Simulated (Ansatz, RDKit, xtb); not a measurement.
**C4H9BFP: ranking a sample of isomers**

A sample of isomers of C4H9BFP is drawn. Aim: find which of them has the lowest free energy at 298.15 K, then its properties. The sample is small against all isomers, and the most stable one of this formula need not be in it.

Plan: many cheap relaxations first (GFN2-xTB), then density-functional screening, relaxation at B3LYP-D3(BJ)/def2-SVP, vibrations (at GFN2-xTB) and a final energy. The numbers are computed, not measured.

### 1 Candidates

Isomers were taken from a list of plausible structures; this is a sample, not all of them. That gives 4 candidates.

```csv
label,SMILES,spin
c020,C[C@H](F)/C=C\BP,singlet
c502,C=C(CF)B(C)P,singlet
c582,C[C@@]1(F)C=C[B@@H-]1[P@H3+],singlet
c903,[BH3-][P@@H+]1CC=C(F)C1,singlet
```

Candidates are built by distance geometry, with a force field where one applies, in up to four conformers (letters a to d).

**Question.** With final energies at CCSD(T)/def2-SVP + MP2/def2-TZVPP - MP2/def2-SVP, which structure will this search put lowest in free energy, and by what margin?

| quantity | value |
| --- | --- |
| lowest structure found | C=C(CF)B(C)P, singlet |
| next finalist | [BH3-][P@@H+]1CC=C(F)C1, singlet, 3.8 kcal/mol higher in G |
| share at equilibrium, among the finalists | 99.8 % |

The lowest structure found is `C=C(CF)B(C)P`. Among the finalists first place is clear (3.8 kcal/mol); structures outside the list aren't covered. r2SCAN-D4/def2-SVP, B3LYP-D3(BJ)/def2-SVP, HF/def2-SVP and MP2/def2-SVP already put its bonding pattern lowest among the structures in one piece; GFN2-xTB and HF/STO-3G favour the singlet [BH3-][P@@H+]1CC=C(F)C1. 3 minima inside the window were never screened. Lowest found is not proven lowest: the search is finite, and each finalist counts with one conformer. Only 4 drawn patterns were tried, so whole families of isomers are missing, and the result ranks this sample alone.
